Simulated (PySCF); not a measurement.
# [Pb(BH4)]+: forces at shaken geometries

How stiff is [Pb(BH4)]+? Its atoms are displaced at random by several amounts. The structure is generated, not taken from experiment.

Computed with PySCF 2.14.0. Level: TPSS, Pb def2-SVP with ECP60, B def2-SVP, H def2-SVP; scalar-relativistic core potentials, no spin–orbit coupling.

3 further runs of the same task are left out: 1 for a known fault of the program, 1 that didn't finish, 1 set aside as unsound or not needed.

## (1) The starting structure

6 atoms, charge 1, spin multiplicity 1.

Bond lengths: Pb1–B2 2.336 Å, Pb1–H4 2.188 Å, Pb1–H5 2.188 Å, Pb1–H6 2.188 Å, B2–H3 1.201 Å, B2–H4 1.281 Å, B2–H5 1.281 Å, B2–H6 1.281 Å. Angles: B2–Pb1–H4 32.7°, B2–Pb1–H5 32.7°, B2–Pb1–H6 32.7°, H4–Pb1–H5 55.8°, H4–Pb1–H6 55.8°, H5–Pb1–H6 55.8°, Pb1–B2–H3 180.0°, Pb1–B2–H4 67.3°, Pb1–B2–H5 67.3°, Pb1–B2–H6 67.3°, H3–B2–H4 112.7°, H3–B2–H5 112.7°, H3–B2–H6 112.7°, H4–B2–H5 106.1°, H4–B2–H6 106.1°, H5–B2–H6 106.1°, Pb1–H4–B2 80.0°, Pb1–H5–B2 80.0° and more.

Geometry (Å):

```
Pb    0.0000    0.0000   -0.0340
B     0.0000    0.0000    2.3017
H     0.0000    0.0000    3.5031
H     1.1816    0.0000    1.8075
H    -0.5908    1.0233    1.8075
H    -0.5908   -1.0233    1.8075
```

Formal oxidation states: Pb +2. An earlier session relaxed this geometry at TPSS, Pb def2-SVP with ECP60, B def2-SVP, H def2-SVP (singlet, point group C3v).

Its energy there is -219.788756 Eh.

## (2) Atoms moved at random, σ = 0.1 Å

Contents of run.py (the lines that set the calculation):

```python
mol = gto.M(atom='''
Pb     0.02449     0.05459    -0.04426
B      0.05519     0.07794     2.38391
H     -0.07457    -0.07876     3.36315
H      1.23714    -0.00687     1.96334
H     -0.68542     0.94850     1.69743
H     -0.55683    -0.99540     1.82978''',
    basis={'Pb': 'def2-SVP', 'B': 'def2-SVP', 'H': 'def2-SVP'},
    ecp={'Pb': 'def2-SVP'},
    charge=1, spin=0)
mf = dft.RKS(mol, xc='TPSS')
mf.grids.atom_grid = (50, 194)
mf = mf.density_fit()  # fitting sets: Pb def2-universal-JKFIT, B def2-universal-JKFIT, H def2-universal-JKFIT
mf.conv_tol = 1e-08; mf.max_cycle = 55
mf.kernel(dm0)  # dm0: the density of the relaxed state
```

Run with:

```sh
> OMP_NUM_THREADS=2 python run.py
```

Output:

```text
init E= -219.740419108789
  HOMO = -0.507209198147034  LUMO = -0.343019898336167  gap/eV = 4.46782
cycle= 1 E= -219.752591005089  delta_E= -0.0122  |g|= 0.0514  |ddm|= 0.365
  HOMO = -0.487669539070636  LUMO = -0.330040373061303  gap/eV = 4.28931
cycle= 2 E= -219.752941227397  delta_E= -0.00035  |g|= 0.0427  |ddm|= 0.16
  HOMO = -0.493679414328278  LUMO = -0.333760727032113  gap/eV = 4.35161
cycle= 3 E= -219.753653438455  delta_E= -0.000712  |g|= 0.00717  |ddm|= 0.0771
  HOMO = -0.494599150928726  LUMO = -0.333604669586524  gap/eV = 4.38088
cycle= 4 E= -219.753669340114  delta_E= -1.59e-05  |g|= 0.00336  |ddm|= 0.0141
  HOMO = -0.49419829771034  LUMO = -0.333774371581308  gap/eV = 4.36536
cycle= 5 E= -219.753674660029  delta_E= -5.32e-06  |g|= 0.000703  |ddm|= 0.00554
  HOMO = -0.494295808420356  LUMO = -0.333757444639844  gap/eV = 4.36847
cycle= 6 E= -219.753674892424  delta_E= -2.32e-07  |g|= 0.000112  |ddm|= 0.00125
  HOMO = -0.494294649784405  LUMO = -0.333760770716809  gap/eV = 4.36835
cycle= 7 E= -219.753674897416  delta_E= -4.99e-09  |g|= 1.54e-05  |ddm|= 0.000222
  HOMO = -0.494292884316644  LUMO = -0.333756352467726  gap/eV = 4.36842
Extra cycle  E= -219.753674897426  delta_E= -9.95e-12  |g|= 1.37e-05  |ddm|= 5.9e-05
converged SCF energy = -219.753674897426
```

Run time: 1.7 s. Hardware: 2 threads of Arm Neoverse V1, shared host.

Result: E = -219.753675 Eh (+0.955 eV from the relaxed state), HOMO -13.45 eV, LUMO -9.08 eV, Mulliken charge on Pb1 +0.96 e, largest force component 9.177 eV/Å. 

```
atom      Fx      Fy  Fz (eV/Å)
 Pb1   0.099  -0.326      0.740
  B2   0.111   0.006     -9.177
  H3  -1.122  -0.670      8.126
  H4  -0.084   0.408     -0.314
  H5   0.553   0.287      0.806
  H6   0.443   0.295     -0.181
```

## (3) Atoms moved at random, σ = 0.15 Å

Contents of run.py (the lines that set the calculation):

```python
mol = gto.M(atom='''
Pb    -0.03664    -0.09751     0.06711
B     -0.07201    -0.27364     2.16368
H     -0.11861     0.08486     3.47116
H      1.37296     0.13719     2.06426
H     -0.60389     0.95609     1.56294
H     -0.54181    -0.80698     1.86421''',
    basis={'Pb': 'def2-SVP', 'B': 'def2-SVP', 'H': 'def2-SVP'},
    ecp={'Pb': 'def2-SVP'},
    charge=1, spin=0)
mf = dft.RKS(mol, xc='TPSS')
mf.grids.atom_grid = (50, 194)
mf = mf.density_fit()  # fitting sets: Pb def2-universal-JKFIT, B def2-universal-JKFIT, H def2-universal-JKFIT
mf.conv_tol = 1e-08; mf.max_cycle = 55
mf.kernel(dm0)  # dm0: the density of the relaxed state
```

Run with:

```sh
> OMP_NUM_THREADS=2 python run.py
```

Output:

```text
init E= -219.585089831648
  HOMO = -0.526659590943143  LUMO = -0.35942176222181  gap/eV = 4.55077
cycle= 1 E= -219.514021167848  delta_E= 0.0711  |g|= 0.165  |ddm|=  0.9
  HOMO = -0.440666807328685  LUMO = -0.329981269161955  gap/eV = 3.01191
cycle= 2 E= -219.50057980097  delta_E= 0.0134  |g|= 0.234  |ddm|= 0.586
  HOMO = -0.470130042535889  LUMO = -0.323615856436285  gap/eV = 3.98685
cycle= 3 E= -219.524449111682  delta_E= -0.0239  |g|= 0.0391  |ddm|= 0.398
  HOMO = -0.469662024604784  LUMO = -0.327729379022882  gap/eV = 3.86218
cycle= 4 E= -219.525118048879  delta_E= -0.000669  |g|= 0.00553  |ddm|= 0.0872
  HOMO = -0.470156154473895  LUMO = -0.327888961630139  gap/eV = 3.87129
cycle= 5 E= -219.52512964173  delta_E= -1.16e-05  |g|= 0.00196  |ddm|= 0.0146
  HOMO = -0.470034494193083  LUMO = -0.327767798054076  gap/eV = 3.87127
cycle= 6 E= -219.525131310696  delta_E= -1.67e-06  |g|= 0.00062  |ddm|= 0.00429
  HOMO = -0.470041849788544  LUMO = -0.327819813388817  gap/eV = 3.87006
cycle= 7 E= -219.5251314546  delta_E= -1.44e-07  |g|= 8.27e-05  |ddm|= 0.00105
  HOMO = -0.470048105918814  LUMO = -0.327807134147045  gap/eV = 3.87057
cycle= 8 E= -219.52513145801  delta_E= -3.41e-09  |g|= 2.36e-05  |ddm|= 0.000203
  HOMO = -0.47004563112323  LUMO = -0.327809003449953  gap/eV = 3.87046
Extra cycle  E= -219.525131457969  delta_E= 4.1e-11  |g|= 2.55e-05  |ddm|= 0.000101
converged SCF energy = -219.525131457969
```

It took 1.8 s on 2 threads of Arm Neoverse V1, shared host.

It gives: E = -219.525131 Eh (+7.174 eV from the relaxed state), HOMO -12.79 eV, LUMO -8.92 eV, Mulliken charge on Pb1 +0.89 e, largest force component 28.472 eV/Å. 

```
atom       Fx       Fy  Fz (eV/Å)
 Pb1    0.891    0.050     -4.681
  B2   22.876   28.472     19.217
  H3   -0.223   -1.048     -2.378
  H4   -2.712   -1.428     -0.654
  H5    0.098   -0.582      1.389
  H6  -20.929  -25.465    -12.893
```

## (4) Atoms moved at random, σ = 0.1 Å

Contents of run.py (the lines that set the calculation):

```python
mol = gto.M(atom='''
Pb     0.11666     0.20081     0.13100
B      0.00095    -0.05931     2.50514
H      0.15316    -0.04713     3.35833
H      1.27184    -0.03312     1.69907
H     -0.81486     1.08040     1.82152
H     -0.72774    -1.14166     1.67829''',
    basis={'Pb': 'def2-SVP', 'B': 'def2-SVP', 'H': 'def2-SVP'},
    ecp={'Pb': 'def2-SVP'},
    charge=1, spin=0)
mf = dft.RKS(mol, xc='TPSS')
mf.grids.atom_grid = (50, 194)
mf = mf.density_fit()  # fitting sets: Pb def2-universal-JKFIT, B def2-universal-JKFIT, H def2-universal-JKFIT
mf.conv_tol = 1e-08; mf.max_cycle = 55
mf.kernel(dm0)  # dm0: the density of the relaxed state
```

Run with:

```sh
> OMP_NUM_THREADS=2 python run.py
```

Output:

```text
init E= -219.550462323799
  HOMO = -0.562888571063541  LUMO = -0.362976696571824  gap/eV = 5.43988
cycle= 1 E= -219.649488228935  delta_E= -0.099  |g|= 0.102  |ddm|= 0.616
  HOMO = -0.493099355097209  LUMO = -0.300337091528304  gap/eV = 5.24533
cycle= 2 E= -219.650412170772  delta_E= -0.000924  |g|= 0.0969  |ddm|= 0.404
  HOMO = -0.502184232145639  LUMO = -0.31034993726567  gap/eV = 5.22008
cycle= 3 E= -219.653727704088  delta_E= -0.00332  |g|= 0.0304  |ddm|= 0.196
  HOMO = -0.506400052958465  LUMO = -0.31111638747683  gap/eV = 5.31394
cycle= 4 E= -219.654104000261  delta_E= -0.000376  |g|= 0.00664  |ddm|= 0.0495
  HOMO = -0.506116124730057  LUMO = -0.311595689204709  gap/eV = 5.29317
cycle= 5 E= -219.654125052255  delta_E= -2.11e-05  |g|= 0.00128  |ddm|= 0.0121
  HOMO = -0.506243643237785  LUMO = -0.311598765816691  gap/eV = 5.29656
cycle= 6 E= -219.654125796323  delta_E= -7.44e-07  |g|= 0.000254  |ddm|= 0.00256
  HOMO = -0.506252574238173  LUMO = -0.311612572019964  gap/eV = 5.29642
cycle= 7 E= -219.654125825053  delta_E= -2.87e-08  |g|= 2.9e-05  |ddm|= 0.000492
  HOMO = -0.506251300660116  LUMO = -0.311608642366552  gap/eV = 5.29650
cycle= 8 E= -219.654125825306  delta_E= -2.53e-10  |g|= 6.66e-06  |ddm|= 7.03e-05
  HOMO = -0.506250581791165  LUMO = -0.311609212009794  gap/eV = 5.29646
Extra cycle  E= -219.654125825309  delta_E= -2.73e-12  |g|= 6.23e-06  |ddm|= 2.72e-05
converged SCF energy = -219.654125825309
```

Run time: 1.8 s. Hardware: 2 threads of Arm Neoverse V1, shared host.

Read off: E = -219.654126 Eh (+3.663 eV from the relaxed state), HOMO -13.78 eV, LUMO -8.48 eV, Mulliken charge on Pb1 +0.82 e, largest force component 23.162 eV/Å. 

```
atom      Fx      Fy  Fz (eV/Å)
 Pb1  -0.609  -0.029     -1.035
  B2  -4.109  -0.279    -23.162
  H3   3.184   0.097     20.145
  H4  -1.102   0.069      1.589
  H5   1.402  -1.270      1.101
  H6   1.233   1.411      1.362
```

## (5) The displacements side by side

| σ (Å) | energy rise (eV) | harmonic estimate −½ F·u (eV) | largest force component (eV/Å) |
| --- | --- | --- | --- |
| 0.1 | 0.955 | 0.985 | 9.18 |
| 0.15 | 7.174 | 10.519 | 28.47 |
| 0.1 | 3.663 | 4.268 | 23.16 |

Every displacement raises the energy. For a harmonic well the rise equals −½ F·u; the two differ by at most 47 % here (a move with σ = 0.15 Å), from anharmonicity, the grid and the small forces left at the relaxed point. These are double-zeta-type bases without diffuse functions. Spin–orbit coupling is left out.
